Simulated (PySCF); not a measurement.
**[Pm4S4]4+: forces at shaken geometries**

How stiff is [Pm4S4]4+? Its atoms are displaced at random by several amounts. It is a constructed species; whether it can be made isn't addressed.

Program: PySCF 2.14.0. Level of theory: B3LYP, Pm lcecp-1-SVP with ECP50, S def2-SVP; scalar-relativistic core potentials, no spin–orbit coupling. These are calculated values, not measurements.

3 further runs of the same task are left out: 2 for a known fault of the program, 1 that didn't finish.

### Step 1. The starting structure

8 atoms, charge 4, spin multiplicity 1.

Bond lengths: Pm1–S5 2.741 Å, Pm1–S6 2.741 Å, Pm1–S7 2.741 Å, Pm2–S5 2.741 Å, Pm2–S6 2.741 Å, Pm2–S8 2.741 Å, Pm3–S5 2.741 Å, Pm3–S7 2.741 Å, Pm3–S8 2.741 Å, Pm4–S6 2.741 Å, Pm4–S7 2.741 Å, Pm4–S8 2.741 Å. Angles: S5–Pm1–S6 83.3°, S5–Pm1–S7 83.3°, S6–Pm1–S7 83.3°, S5–Pm2–S6 83.3°, S5–Pm2–S8 83.3°, S6–Pm2–S8 83.3°, S5–Pm3–S7 83.3°, S5–Pm3–S8 83.3°, S7–Pm3–S8 83.3°, S6–Pm4–S7 83.3°, S6–Pm4–S8 83.3°, S7–Pm4–S8 83.3°, Pm1–S5–Pm2 96.3°, Pm1–S5–Pm3 96.3°, Pm2–S5–Pm3 96.3°, Pm1–S6–Pm2 96.3°, Pm1–S6–Pm4 96.3°, Pm2–S6–Pm4 96.3° and more.

Coordinates:

```
Pm    1.44367    1.44367    1.44367
Pm    1.44367   -1.44367   -1.44367
Pm   -1.44367    1.44367   -1.44367
Pm   -1.44367   -1.44367    1.44367
S     1.28851    1.28851   -1.28851
S     1.28851   -1.28851    1.28851
S    -1.28851    1.28851    1.28851
S    -1.28851   -1.28851   -1.28851
```

Each metal's 4 4f electrons lie in its core potential, so multiplicities, spins and levels count the valence alone. An earlier session relaxed this geometry at B3LYP, Pm lcecp-1-SVP with ECP50, S def2-SVP (singlet, point group Td).

Its energy there is -1727.841848 Eh.

### Step 2. Atoms moved at random, σ = 0.06 Å

The input, run.py (the lines that set the calculation):

```python
mol = gto.M(atom='''
Pm     1.48096     1.52293     1.46897
Pm     1.41543    -1.40937    -1.40896
Pm    -1.43614     1.43123    -1.50946
Pm    -1.40654    -1.49716     1.40512
S      1.26630     1.31645    -1.23229
S      1.25553    -1.38042     1.31337
S     -1.31714     1.27403     1.28798
S     -1.25840    -1.25768    -1.32472''',
    basis={'Pm': 'lcecp-1-SVP', 'S': 'def2-SVP'},
    ecp={'Pm': 'lcecp-1-SVP'},
    charge=4, spin=0)
mf = dft.RKS(mol, xc='B3LYP')
mf.grids.atom_grid = (50, 194)  # f atoms: unpruned, at least (60, 302)
mf = mf.density_fit()  # fitting sets: Pm AutoAux, S def2-universal-JKFIT
mf.conv_tol = 1e-08; mf.max_cycle = 55
mf.kernel(dm0)  # dm0: the density of the relaxed state
```

Launch:

```sh
> OMP_NUM_THREADS=4 python run.py
```

The log of the run:

```text
init E= -1727.80534934982
  HOMO = -0.781862896931653  LUMO = -0.625905444318071  gap/eV = 4.24382
cycle= 1 E= -1727.83517339195  delta_E= -0.0298  |g|= 0.0565  |ddm|= 0.311
  HOMO = -0.763123980754463  LUMO = -0.619992813018061  gap/eV = 3.89480
cycle= 2 E= -1727.83328859528  delta_E= 0.00188  |g|= 0.0937  |ddm|= 0.228
  HOMO = -0.772820671711786  LUMO = -0.620197100210821  gap/eV = 4.15310
cycle= 3 E= -1727.83639763932  delta_E= -0.00311  |g|= 0.0114  |ddm|= 0.144
  HOMO = -0.772142344388526  LUMO = -0.620435207477128  gap/eV = 4.12816
cycle= 4 E= -1727.83643969383  delta_E= -4.21e-05  |g|= 0.0027  |ddm|= 0.0213
  HOMO = -0.772346346617883  LUMO = -0.620358817213928  gap/eV = 4.13579
cycle= 5 E= -1727.83644186286  delta_E= -2.17e-06  |g|= 0.00148  |ddm|= 0.00639
  HOMO = -0.772352070444799  LUMO = -0.620388527190246  gap/eV = 4.13514
cycle= 6 E= -1727.83644266326  delta_E= -8e-07  |g|= 0.000436  |ddm|= 0.00305
  HOMO = -0.772367431663855  LUMO = -0.620398196053343  gap/eV = 4.13529
cycle= 7 E= -1727.83644273138  delta_E= -6.81e-08  |g|= 0.000121  |ddm|= 0.000825
  HOMO = -0.772353828261875  LUMO = -0.620395087361947  gap/eV = 4.13501
cycle= 8 E= -1727.83644273638  delta_E= -4.99e-09  |g|= 4.34e-05  |ddm|= 0.000245
  HOMO = -0.772352724714744  LUMO = -0.620394082094841  gap/eV = 4.13501
Extra cycle  E= -1727.83644273473  delta_E= 1.64e-09  |g|= 7.78e-05  |ddm|= 0.00021
converged SCF energy = -1727.83644273473
```

Wall time 23 s (4 threads of Arm Neoverse V2, shared host).

Result: E = -1727.836443 Eh (+0.147 eV from the relaxed state), HOMO -21.02 eV, LUMO -16.88 eV, Mulliken charge on Pm1 +1.54 e, largest force component 0.750 eV/Å. 

```tsv
atom	Fx	Fy	Fz (eV/Å)
Pm1	-0.750	-0.634	-0.056
Pm2	0.465	-0.267	-0.121
Pm3	-0.168	0.212	0.501
Pm4	-0.388	0.258	0.229
S5	0.280	0.104	-0.086
S6	0.362	0.609	-0.100
S7	0.437	-0.060	-0.230
S8	-0.238	-0.222	-0.136
```

### Step 3. Atoms moved at random, σ = 0.15 Å

The input, run.py (the lines that set the calculation):

```python
mol = gto.M(atom='''
Pm     1.32914     1.28439     1.44375
Pm     1.43195    -1.54786    -1.49686
Pm    -1.31884     1.38047    -1.64273
Pm    -1.45199    -1.17426     1.43100
S      1.58555     1.20656    -1.23029
S      0.93102    -1.24792     1.41805
S     -1.14134     1.33766     1.41324
S     -1.36549    -1.23903    -1.33617''',
    basis={'Pm': 'lcecp-1-SVP', 'S': 'def2-SVP'},
    ecp={'Pm': 'lcecp-1-SVP'},
    charge=4, spin=0)
mf = dft.RKS(mol, xc='B3LYP')
mf.grids.atom_grid = (50, 194)  # f atoms: unpruned, at least (60, 302)
mf = mf.density_fit()  # fitting sets: Pm AutoAux, S def2-universal-JKFIT
mf.conv_tol = 1e-08; mf.max_cycle = 55
mf.kernel(dm0)  # dm0: the density of the relaxed state
```

Launch:

```sh
> OMP_NUM_THREADS=4 python run.py
```

The log of the run:

```text
init E= -1727.75826071643
  HOMO = -0.825885950237017  LUMO = -0.667339859898269  gap/eV = 4.31426
cycle= 1 E= -1727.77174077086  delta_E= -0.0135  |g|= 0.177  |ddm|= 1.06
  HOMO = -0.771887972777829  LUMO = -0.631395489616881  gap/eV = 3.82300
cycle= 2 E= -1727.76480121061  delta_E= 0.00694  |g|= 0.237  |ddm|= 0.701
  HOMO = -0.791159460007306  LUMO = -0.635854444677617  gap/eV = 4.22606
cycle= 3 E= -1727.7818007265  delta_E= -0.017  |g|= 0.0446  |ddm|= 0.39
  HOMO = -0.792815839089797  LUMO = -0.636609503324849  gap/eV = 4.25059
cycle= 4 E= -1727.78248420703  delta_E= -0.000683  |g|= 0.0133  |ddm|= 0.0881
  HOMO = -0.793013387372245  LUMO = -0.636196149979012  gap/eV = 4.26721
cycle= 5 E= -1727.78254608718  delta_E= -6.19e-05  |g|= 0.00362  |ddm|= 0.0246
  HOMO = -0.792910793602515  LUMO = -0.636345122646624  gap/eV = 4.26037
cycle= 6 E= -1727.7825493386  delta_E= -3.25e-06  |g|= 0.00219  |ddm|= 0.00849
  HOMO = -0.793006772826958  LUMO = -0.636392908538856  gap/eV = 4.26168
cycle= 7 E= -1727.78255111118  delta_E= -1.77e-06  |g|= 0.000381  |ddm|= 0.00394
  HOMO = -0.792993414955254  LUMO = -0.636365112544979  gap/eV = 4.26207
cycle= 8 E= -1727.78255115964  delta_E= -4.85e-08  |g|= 0.00013  |ddm|= 0.000789
  HOMO = -0.7929870828027  LUMO = -0.636366230803525  gap/eV = 4.26187
cycle= 9 E= -1727.78255116506  delta_E= -5.41e-09  |g|= 5.19e-05  |ddm|= 0.000277
  HOMO = -0.7929921393382  LUMO = -0.636364655598064  gap/eV = 4.26205
Extra cycle  E= -1727.78255116331  delta_E= 1.75e-09  |g|= 8.61e-05  |ddm|= 0.000226
converged SCF energy = -1727.78255116331
```

Wall time 24 s (4 threads of Arm Neoverse V2, shared host).

It gives: E = -1727.782551 Eh (+1.614 eV from the relaxed state), HOMO -21.58 eV, LUMO -17.32 eV, Mulliken charge on Pm1 +1.37 e, largest force component 4.192 eV/Å. 

```tsv
atom	Fx	Fy	Fz (eV/Å)
Pm1	2.922	1.779	1.019
Pm2	-0.267	0.418	0.687
Pm3	0.499	0.516	0.518
Pm4	-4.192	-1.976	0.793
S5	-1.087	-0.770	-0.792
S6	3.734	-1.788	-0.638
S7	-2.188	1.722	-1.109
S8	0.579	0.100	-0.478
```

### Step 4. Atoms moved at random, σ = 0.1 Å

The input, run.py (the lines that set the calculation):

```python
mol = gto.M(atom='''
Pm     1.46261     1.42272     1.43874
Pm     1.47866    -1.40538    -1.64814
Pm    -1.48715     1.25628    -1.27687
Pm    -1.43703    -1.32548     1.44611
S      1.19890     1.32461    -1.36188
S      1.26464    -1.43528     1.43167
S     -1.25486     1.50587     1.39139
S     -1.22577    -1.34335    -1.42101''',
    basis={'Pm': 'lcecp-1-SVP', 'S': 'def2-SVP'},
    ecp={'Pm': 'lcecp-1-SVP'},
    charge=4, spin=0)
mf = dft.RKS(mol, xc='B3LYP')
mf.grids.atom_grid = (50, 194)  # f atoms: unpruned, at least (60, 302)
mf = mf.density_fit()  # fitting sets: Pm AutoAux, S def2-universal-JKFIT
mf.conv_tol = 1e-08; mf.max_cycle = 55
mf.kernel(dm0)  # dm0: the density of the relaxed state
```

Launch:

```sh
> OMP_NUM_THREADS=4 python run.py
```

The log of the run:

```text
init E= -1727.61724809583
  HOMO = -0.830884862204739  LUMO = -0.67786975796434  gap/eV = 4.16375
cycle= 1 E= -1727.80071481603  delta_E= -0.183  |g|= 0.206  |ddm|= 0.826
  HOMO = -0.751536033152128  LUMO = -0.620458843482549  gap/eV = 3.56679
cycle= 2 E= -1727.78742523144  delta_E= 0.0133  |g|= 0.292  |ddm|= 0.809
  HOMO = -0.783008321684504  LUMO = -0.632478077701402  gap/eV = 4.09614
cycle= 3 E= -1727.81410652452  delta_E= -0.0267  |g|= 0.0397  |ddm|= 0.475
  HOMO = -0.780683530103556  LUMO = -0.633348106771662  gap/eV = 4.00920
cycle= 4 E= -1727.81467144994  delta_E= -0.000565  |g|= 0.00806  |ddm|= 0.0753
  HOMO = -0.781748876079317  LUMO = -0.633356492179193  gap/eV = 4.03796
cycle= 5 E= -1727.81469320635  delta_E= -2.18e-05  |g|= 0.00354  |ddm|= 0.0159
  HOMO = -0.781508169527876  LUMO = -0.633485592499178  gap/eV = 4.02790
cycle= 6 E= -1727.81469670708  delta_E= -3.5e-06  |g|= 0.00167  |ddm|= 0.00805
  HOMO = -0.781640803814487  LUMO = -0.633474334427264  gap/eV = 4.03181
cycle= 7 E= -1727.8146978699  delta_E= -1.16e-06  |g|= 0.000269  |ddm|= 0.00328
  HOMO = -0.781608897295969  LUMO = -0.633468665147316  gap/eV = 4.03110
cycle= 8 E= -1727.81469789442  delta_E= -2.45e-08  |g|= 0.000129  |ddm|= 0.000614
  HOMO = -0.781606708877697  LUMO = -0.633467268699189  gap/eV = 4.03108
cycle= 9 E= -1727.81469790064  delta_E= -6.22e-09  |g|= 3.59e-05  |ddm|= 0.000268
  HOMO = -0.781606829735468  LUMO = -0.633468460142441  gap/eV = 4.03105
Extra cycle  E= -1727.81469789979  delta_E= 8.57e-10  |g|= 5.89e-05  |ddm|= 0.000159
converged SCF energy = -1727.81469789979
```

It took 24 s on 4 threads of Arm Neoverse V2, shared host.

Result: E = -1727.814698 Eh (+0.739 eV from the relaxed state), HOMO -21.27 eV, LUMO -17.24 eV, Mulliken charge on Pm1 +1.49 e, largest force component 1.667 eV/Å. 

```tsv
atom	Fx	Fy	Fz (eV/Å)
Pm1	0.174	-0.314	-0.066
Pm2	-0.151	0.112	0.817
Pm3	-0.548	1.667	-1.199
Pm4	0.331	-0.540	0.328
S5	0.465	-0.472	0.409
S6	-0.311	1.040	-0.991
S7	0.094	-1.005	0.012
S8	-0.054	-0.488	0.690
```

### Step 5. The displacements side by side

| σ (Å) | energy rise (eV) | harmonic estimate −½ F·u (eV) | largest force component (eV/Å) |
| --- | --- | --- | --- |
| 0.06 | 0.147 | 0.140 | 0.75 |
| 0.15 | 1.614 | 1.732 | 4.19 |
| 0.1 | 0.739 | 0.682 | 1.67 |

Every displacement raises the energy. For a harmonic well the rise equals −½ F·u; the two differ by at most 8 % here (a move with σ = 0.1 Å), from anharmonicity, the grid and the small forces left at the relaxed point. The largest moves cost over 1 eV, far outside the harmonic range, so agreement there can come from errors that cancel between squeezed and stretched bonds. These are double-zeta-type bases without diffuse functions. Spin–orbit coupling is left out. The core potential fixes the 4f count, so no charge can pass from the ligands into that shell.
